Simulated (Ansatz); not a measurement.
# RuCl (sextet): from a generated start to a stationary point

Where does this start of RuCl (sextet) end when it is relaxed?

Method: UKS PBE0/def2-TZVP; program: Ansatz 0.2.0, Gaussian basis.

### 1 Where the work starts

2 atoms, charge 0, spin multiplicity 6.

Atoms are counted from 1 here; the program's logs count them from 0.

Bond lengths: Ru1–Cl2 2.470 Å.

The start is set by covalent radii. Sticks and bond lists go by distance. No spin-orbit coupling is included. Elements past krypton take def2 core potentials.

### 2 Relaxation

Input file in.yaml:

```yaml
crystal:
  periodic: [false, false, false]
  atoms:
    - {symbol: Ru, position_ang: [0.000000, 0.000000, 0.000000]}
    - {symbol: Cl, position_ang: [0.000000, 0.000000, 2.470000]}
basis:
  gaussian: {orbitals: def2-TZVP}
magnetization: {spin_polarized: true, initial_magnetization: 5}
hamiltonian: {xc: pbe0}
relax: {f_tol: 0.004, max_steps: 80}
```

Launch:

```
ansatz run in.yaml --threads 1 --pin off --events-out ev --progress --plain --max-ram 2176MiB
```

Before running it: what results should come out? Wanted: energy gained; shift from the start; total energy; dipole moment; ⟨S²⟩.

As calculated:

| quantity | value |
| --- | --- |
| steps | 4 |
| energy gained | 0.172 eV |
| shift from the start (rms) | 0.095 Å |
| total energy | -15099.6009 eV |
| dipole moment | 1.45 D |
| ⟨S²⟩ | 8.753 |

What this shows: The bonds of the start are those of the end. Ru1–Cl2 went from 2.470 to 2.280 Å. No vibrations were run, so this is a stationary point, not a proven minimum, and this spin need not be the ground state's.
